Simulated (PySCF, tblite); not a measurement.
# C₇H₁₅B: geometry, infrared bands, NMR shifts, electronic excitations and core binding energies

Aim: predict the infrared bands, NMR shifts, electronic excitations and core binding energies of C₇H₁₅B (`CC[C@@H]1CBCCC1`).

Computed with tblite 0.8.0 and PySCF 2.14.0, with density-fitted response routines of our own, on a single molecule in the gas phase. Atoms count from 0, in the outputs and in this text.

## 1. The molecule as given

23 atoms, charge 0, multiplicity 1; geometry from: force field or distance geometry start.

Bonds of the start (Å): C0–C1 1.50, C1–C2 1.50, C2–C3 1.52, C3–B4 1.60, B4–C5 1.58, C5–C6 1.53, C6–C7 1.52, C7–C2 1.52, C0–H8 1.11, C0–H9 1.10, C0–H10 1.12, C1–H11 1.12, C1–H12 1.10, C2–H13 1.11, C3–H14 1.10, C3–H15 1.09, B4–H16 1.17, C5–H17 1.11, C5–H18 1.10, C6–H19 1.08, C6–H20 1.11, C7–H21 1.10, C7–H22 1.11.

## 2. Relaxing the molecule with GFN2-xTB

What the job is given:

```
{"job": {"kind": "relax", "xc": "GFN2-xTB", "basis": "xTB"}, "charge": 0, "multiplicity": 1}
C     -2.784900     0.461600     0.195300
C     -1.776200    -0.347500    -0.559400
C     -0.383400     0.208500    -0.487400
C      0.543400    -0.692900    -1.287900
B      1.664500    -1.230900    -0.282700
C      2.524600    -0.119900     0.441400
C      1.536100     0.999400     0.757700
C      0.189600     0.318800     0.915700
H     -3.387300     1.036500    -0.541300
H     -2.383400     1.123600     0.972600
H     -3.518100    -0.250300     0.656600
H     -1.724500    -1.406100    -0.182400
H     -2.120000    -0.437800    -1.604800
H     -0.346500     1.207200    -0.968600
H      1.031600    -0.158200    -2.112300
H     -0.042600    -1.539700    -1.647900
H      1.495700    -2.250100     0.276600
H      2.921100    -0.534300     1.387300
H      3.339500     0.278100    -0.185700
H      1.536300     1.691200    -0.077500
H      1.787700     1.472500     1.734600
H     -0.448100     0.916000     1.588200
H      0.340100    -0.718600     1.294900
```

Started as:

```bash
$ OMP_NUM_THREADS=1 python probes_run.py task.json out
```

One launch serves the whole session: the jobs run in the order shown.

**Question.** This job is followed by: GFN2-xTB harmonic vibrations, gas phase; PBE0-D3(BJ)/def2-SVP geometry optimisation, gas phase; GIAO PBE0/pcSseg-1 NMR shielding, non-relativistic, gas phase; TDDFT wB97X-D/def2-SVPD, vertical, gas phase, core orbitals frozen in the response; GIAO wB97X-D/pcSseg-1 NMR shielding, non-relativistic, gas phase; delta-SCF UKS SCAN, pcX-2 on the ionised atom, pcseg-1 elsewhere, spin-free X2C. Predict these results of the whole session: strongest single infrared mode (GFN2-xTB); zero-point energy (GFN2-xTB); point group; rotational constants (main isotopes); 13C shifts against TMS (PBE0/pcSseg-1); 1H shifts against TMS (PBE0/pcSseg-1, means over atoms taken as alike); 11B shifts against BF3·OEt2 (PBE0/pcSseg-1); surface potential, 1st and 99th percentile; lowest singlet (wB97X-D/def2-SVPD); brightest single state of those computed; lowest triplet; vertical ionisation energy (ΔSCF); C1s binding energies, SCAN/pcX-2; B1s binding energies, SCAN/pcX-2; range of the shift of B4.

The runs gave:

| quantity | value |
| --- | --- |
| strongest single infrared mode (GFN2-xTB) | 2615 cm⁻¹, 177 km/mol |
| zero-point energy (GFN2-xTB) | 129.5 kcal/mol |
| point group | C1 |
| rotational constants (main isotopes) | 3.86, 1.30, 1.04 GHz |
| 13C shifts against TMS (PBE0/pcSseg-1) | 39.9, 38.2, 35.8, 33.2, 30.7, 25.6, 13.8 ppm |
| 1H shifts against TMS (PBE0/pcSseg-1, means over atoms taken as alike) | 7.60, 2.06, 2.06, 1.92, 1.83, 1.36, 1.33, 1.04, 1.01, 0.88, 0.73, 0.58, 0.45 ppm |
| 11B shifts against BF3·OEt2 (PBE0/pcSseg-1) | 87.3 ppm |
| surface potential, 1st and 99th percentile | -0.37 V and 0.83 V |
| lowest singlet (wB97X-D/def2-SVPD) | 5.90 eV (210 nm), f = 0.002 |
| brightest single state of those computed | state 4, 7.97 eV, f = 0.031 |
| lowest triplet | 5.46 eV |
| vertical ionisation energy (ΔSCF) | 9.87 eV |
| C1s binding energies, SCAN/pcX-2 | C0 290.38, C6 290.27, C1 290.23, C2 290.18, C7 290.14, C5 289.85, C3 289.75 eV |
| B1s binding energies, SCAN/pcX-2 | B4 195.39 eV |
| range of the shift of B4 | 83.2 to 87.3 ppm |

What this shows: The optimisation took 179 steps and gained 1.073 eV; among the close pairs (by a distance rule), C0–H10 changed most, from 1.121 to 1.088 Å (GFN2-xTB). No mode is imaginary among the 63: a minimum at this level. The strongest single mode, at 2615 cm⁻¹, moves mainly H16. GFN2-xTB is a fitted tight-binding method: band positions and strengths are rough. Its intensities can rank the bands wrongly. Over 5 steps the energy fell by 0.203 eV; of the close pairs, B4–H16 changed most, 1.163 to 1.215 Å (PBE0/def2-SVP). No frequency check was run at this level, so the end point may be a saddle. At PBE0/pcSseg-1: Shielding is most anisotropic at B4 (span 189 ppm, paramagnetic term -175 ppm). By nearest atom (PBE0/pcSseg-1), the HOMO sits on B4 16 %; C5 15 % and the LUMO on B4 53 %; H16 14 %. The first singlet state (HOMO→LUMO 0.86) lies at 5.90 eV and is weak; of the 10 states computed, the strongest absorption comes from state 4 at 7.97 eV. The lowest triplet lies 0.44 eV below the lowest singlet (triplets in Tamm-Dancoff, singlets in full TDDFT). ΔSCF puts the ionisation energy at 9.87 eV, 0.11 eV above −ε(HOMO). The C1s levels kept as sound span 0.64 eV, from C3 (sp3 CH2 bonded to B) up to C0 (methyl carbon). In ppm, B4 moves most: its shift spreads over 4.1 ppm, from 83.2 (wB97X-D/pcSseg-1) to 87.3 (PBE0/pcSseg-1).
